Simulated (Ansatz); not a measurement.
**ClH3SSn: basis-set convergence**

An exercise on one series of results from a longer session: the logs are not shown, and one member is left open.

Method: one geometry, several basis sets; program: Ansatz 0.2.0, Gaussian basis.

The runs, in order: PBE0-D4/def2-SVP; ωB97M-V/def2-SVP; PBE0-D4/def2-QZVPP; ωB97M-V/def2-QZVPP; the functionals' def2-TZVPP values are taken from earlier runs.

### Structure used throughout

The geometry comes from an earlier relaxation with PBE0-D4 in a triple-zeta def2 set; it is a stationary point. Sn takes the def2 core potential; no spin-orbit term is included.

SMILES `[SH][SnH2][Cl]`, 6 atoms, charge 0, spin multiplicity 1.

Atoms are counted from 1 here; the program's logs count them from 0.

Bond lengths: S1–Sn2 2.385 Å, S1–H4 1.344 Å, Sn2–Cl3 2.333 Å, Sn2–H5 1.699 Å, Sn2–H6 1.697 Å. Angles: Sn2–S1–H4 93.3°, S1–Sn2–Cl3 109.0°, S1–Sn2–H5 111.2°, S1–Sn2–H6 107.7°, Cl3–Sn2–H5 105.3°, Cl3–Sn2–H6 106.9°, H5–Sn2–H6 116.5°.

Set-up of the first run:

in.yaml

```yaml
crystal:
  periodic: [false, false, false]
  atoms:
    - {symbol: S, position_ang: [-1.232812, -1.467625, -0.046433]}
    - {symbol: Sn, position_ang: [0.444912, 0.192400, 0.297489]}
    - {symbol: Cl, position_ang: [-0.524462, 2.304284, 0.094507]}
    - {symbol: H, position_ang: [-1.268210, -1.268789, -1.374719]}
    - {symbol: H, position_ang: [1.633302, 0.125930, -0.915384]}
    - {symbol: H, position_ang: [0.989272, 0.049899, 1.898340]}
basis:
  gaussian: {orbitals: def2-SVP}
hamiltonian: {xc: pbe0, dispersion: d4}
output: {orbitals: {seedname: orbitals}}
```

Steps of the session up to this table: PBE0-D4 in def2-SVP; ωB97M-V in def2-SVP; PBE0-D4 in def2-QZVPP; ωB97M-V in def2-QZVPP.

One of the session's tables, all rows but one given; the rest of the session is left out.

It belongs to the step «Functionals by basis». 

| functional | basis | HOMO (eV) |
| --- | --- | --- |
| PBE0-D4 | def2-SVP | -7.64 |
| PBE0-D4 | def2-TZVPP | -7.79 |
| PBE0-D4 | def2-QZVPP | -7.82 |
| ωB97M-V | def2-SVP | -9.79 |
| ωB97M-V | def2-TZVPP | -9.98 |
| ωB97M-V | def2-QZVPP | ? |

Q: Estimate the row for ωB97M-V, def2-QZVPP from the others.

As computed: HOMO (eV): -10.01. In the column «HOMO (eV)» it is the lowest.
